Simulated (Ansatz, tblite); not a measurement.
**The cluster InSn₆+: rung by rung**

Aim: run the singlet of the cluster InSn₆+ at one geometry on many levels, and compare frontier levels, spin and run time.

Computed with Ansatz 0.2.0, Gaussian basis. Level: as each input shows.

Plan: GFN1-xTB, GFN2-xTB, PBE-D4/def2-TZVP, r2SCAN-D4/def2-TZVP, LC-ωPBE/def2-TZVP, PBE-D4/def2-SVP, PBE0-D4/def2-SVP, MP2/def2-SVP, RPA/def2-SVP.

10 further runs of the same task are left out: 4 that didn't finish, 6 set aside as unsound or not needed. Runs told in other sessions of the task aren't counted.

**1. The structure**

The geometry is that of the singlet, from an earlier relaxation (B3LYP-D4/def2-SVP). At that level it is the lowest of the isomers that a small search found.

7 atoms, charge 1, spin multiplicity 1.

Bond lengths: In1–Sn2 3.327 Å, In1–Sn6 3.323 Å, Sn2–Sn4 2.948 Å, Sn2–Sn7 2.948 Å, Sn3–Sn4 3.005 Å, Sn3–Sn7 3.005 Å, Sn4–Sn5 3.005 Å, Sn4–Sn6 2.945 Å, Sn5–Sn7 3.003 Å, Sn6–Sn7 2.945 Å. Angles: Sn2–In1–Sn6 65.6°, In1–Sn2–Sn4 96.1°, In1–Sn2–Sn7 95.7°, Sn4–Sn2–Sn7 73.6°, Sn4–Sn3–Sn7 71.9°, Sn2–Sn4–Sn3 67.9°, Sn2–Sn4–Sn5 106.9°, Sn2–Sn4–Sn6 75.4°, Sn3–Sn4–Sn5 65.8°, Sn3–Sn4–Sn6 106.9° and more.

In, Sn take a core potential in the def2 sets. No spin-orbit coupling is included. The ion is computed in the gas phase, without counter-ions or solvent.

PBE0-D4/def2-TZVP was run before; its log isn't repeated, and its numbers join the tables.

**2. GFN1-xTB**

Tight binding, by tblite at 300 K electronic temperature and without a spin-polarisation term:

```python
tblite.interface.Calculator('GFN1-xTB', numbers, positions, charge=1, uhf=0).singlepoint()
```

Energy -444.6884 eV, HOMO -12.85 eV, LUMO -11.50 eV; 0.019 s.

**3. GFN2-xTB**

Tight binding, by tblite at 300 K electronic temperature and without a spin-polarisation term:

```python
tblite.interface.Calculator('GFN2-xTB', numbers, positions, charge=1, uhf=0).singlepoint()
```

Energy -373.2370 eV, HOMO -13.41 eV, LUMO -12.26 eV; 0.027 s.

**4. PBE-D4/def2-TZVP**

start.molden holds the orbitals of an earlier run on this state, given as this run's starting guess.

in.yaml

```yaml
crystal:
  periodic: [false, false, false]
  atoms:
    - {symbol: In, position_ang: [-0.687842, 2.370515, 2.864369]}
    - {symbol: Sn, position_ang: [-1.511957, 1.375434, -0.201548]}
    - {symbol: Sn, position_ang: [-0.792339, -0.787315, -2.623455]}
    - {symbol: Sn, position_ang: [1.240056, 0.817691, -1.099029]}
    - {symbol: Sn, position_ang: [1.631181, -2.155826, -0.915720]}
    - {symbol: Sn, position_ang: [1.160879, -0.127440, 1.688794]}
    - {symbol: Sn, position_ang: [-1.039977, -1.493059, 0.286589]}
basis:
  gaussian: {orbitals: def2-TZVP, initial_orbitals: start.molden}
total_charge: 1
hamiltonian: {xc: pbe, dispersion: d4}
scf: {omitted_lower_state_checks: [starts]}
output: {forces: true, orbitals: {seedname: orbitals}}
```

Started as:

```sh
> ansatz run in.yaml --threads 4 --pin off --events-out ev --progress --plain --max-ram 4787MiB
```

After this run come: r2SCAN-D4/def2-TZVP; LC-ωPBE/def2-TZVP; PBE-D4/def2-SVP; PBE0-D4/def2-SVP; MP2/def2-SVP; RPA/def2-SVP.

Q: Predict the results of all the runs planned. Wanted: gap in def2-TZVP, named functionals, smallest and largest; correlation energy, MP2/def2-SVP; PBE0 total energy, smallest basis above largest.

The runs gave:

```
                                                 quantity                                value
gap in def2-TZVP, named functionals, smallest and largest  1.34 eV (PBE-D4), 5.98 eV (LC-ωPBE)
                         correlation energy, MP2/def2-SVP                            -19.90 eV
          PBE0 total energy, smallest basis above largest        1.09 eV (def2-SVP, def2-TZVP)
```

What this shows: Orbital gaps of the named functionals in def2-TZVP span 1.34 eV (PBE-D4) to 5.98 eV (LC-ωPBE); exact exchange widens it.
